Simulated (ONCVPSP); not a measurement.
# Pseudopotential generation for Mn: ONCV, LDA (Perdew-Wang 92)

Do these settings give a usable potential? It is generated, then checked for transferability, scattering, ghosts and hardness.

The numbers are computed with ONCVPSP 4.0.1 (LDA (Perdew-Wang 92), scalar-relativistic, spin-unpolarised reference atom).

### Step 1. The design

The settings as typed:

```json
{"element": "manganese (Mn, Z = 25)", "type": "optimised norm-conserving Vanderbilt (ONCV)", "frozen core": "[Ne]", "valence charge": "15", "reference configuration": "3s2 3p6 3d5.5 4s1.5", "partial waves": "3s+4s: rc 1.15 bohr, ncon 4, nbas 8, qcut 12.2 1/bohr, 2 projectors; 3p: rc 0.95 bohr, ncon 4, nbas 7, qcut 8.6 1/bohr, 1 projector; 3d: rc 0.95 bohr, ncon 5, nbas 10, qcut 20.1 1/bohr, local", "local potential": "the d channel", "core correction": "not asked for"}
```

The nodes and maxima of the atom's own shells, from an earlier all-electron run, set the scale for the radii.

All-electron outer shells of the reference configuration (LDA (PZ), scalar-relativistic, ld1.x):

```tsv
shell	level (eV)	outermost node (bohr)	outermost maximum (bohr)
2p	-627.16	–	0.19
3s	-83.08	0.34	0.74
3p	-52.24	0.31	0.75
3d	-5.13	–	0.76
4s	-4.78	1.06	2.57
4p	-1.23	1.17	3.56
```

### Step 2. Generation

Mn.dat reads:

```
# ATOM AND REFERENCE CONFIGURATION
# atsym  z   nc   nv     iexc    psfile
  Mn 25.00    3    4  -001012      upf
#
#   n    l    f
    1    0    2.00
    2    0    2.00
    2    1    6.00
    3    0    2.00
    3    1    6.00
    3    2    5.50
    4    0    1.50
#
# PSEUDOPOTENTIAL AND OPTIMIZATION
# lmax
    2
#
#   l,   rc,      ep,       ncon, nbas, qcut
    0    1.15    0.00    4    8   12.20
    1    0.95    0.00    4    7    8.60
    2    0.95    0.00    5   10   20.10
#
# LOCAL POTENTIAL
# lloc, lpopt,  rc(5),   dvloc0
    2    5    0.95    0.00
#
# VANDERBILT-KLEINMAN-BYLANDER PROJECTORs
# l, nproj, debl
    0    2    3.30
    1    1    2.40
    2    0    2.60
#
# MODEL CORE CHARGE
# icmod, fcfact, rcfact
    0    0.00    0.00
#
# LOG DERIVATIVE ANALYSIS
# epsh1, epsh2, depsh
   -5.00    5.00    0.04
#
# OUTPUT GRID
# rlmax, drl
    6.00    0.01
#
# TEST CONFIGURATIONS
# ncnf
    4
# nvcnf
#   n    l    f
    4
    3    0    2.00
    3    1    6.00
    3    2    5.00
    4    0    2.00
#
    4
    3    0    2.00
    3    1    6.00
    3    2    5.00
    4    0    1.00
#
    4
    3    0    2.00
    3    1    6.00
    3    2    5.00
    4    0    0.00
#
    4
    3    0    2.00
    3    1    6.00
    3    2    4.00
    4    0    0.00
#
```

On the command line:

```console
$ oncvpsp.x < Mn.dat > Mn.out
```

Q: Predict the outcome of this session. Wanted: cutoffs for 1 and 0.1 mHa per electron, occupied waves; bound ghosts; GHOST(+) flags; largest test error; largest phase difference near zero energy, channels read.

As calculated:

```
                                                quantity                          value
  cutoffs for 1 and 0.1 mHa per electron, occupied waves              119 Ha and 141 Ha
                                            bound ghosts                     none found
                                          GHOST(+) flags                    s at 238 eV
                            largest test error (AE − PS)  +1.3 meV, for 3s2 3p6 3d5 4s2
largest phase difference near zero energy, channels read                      0.003 rad
```

The worst unpolarised test, 3s2 3p6 3d5 4s2, is off by 1.3 meV on 0.5 eV; by total energies transferability rates as very good. By its cutoff, 119 Ha for the looser tolerance, it is very hard. At the looser tolerance the 3d wave is the slowest; 3s needs 47 Ha. No bound ghost shows below the valence levels. Near zero energy the phases of the channels with partial waves agree within 0.003 rad. The program also flags highly localised states, GHOST(+) (s). These are tests on the free atom; a crystal test is still owed.
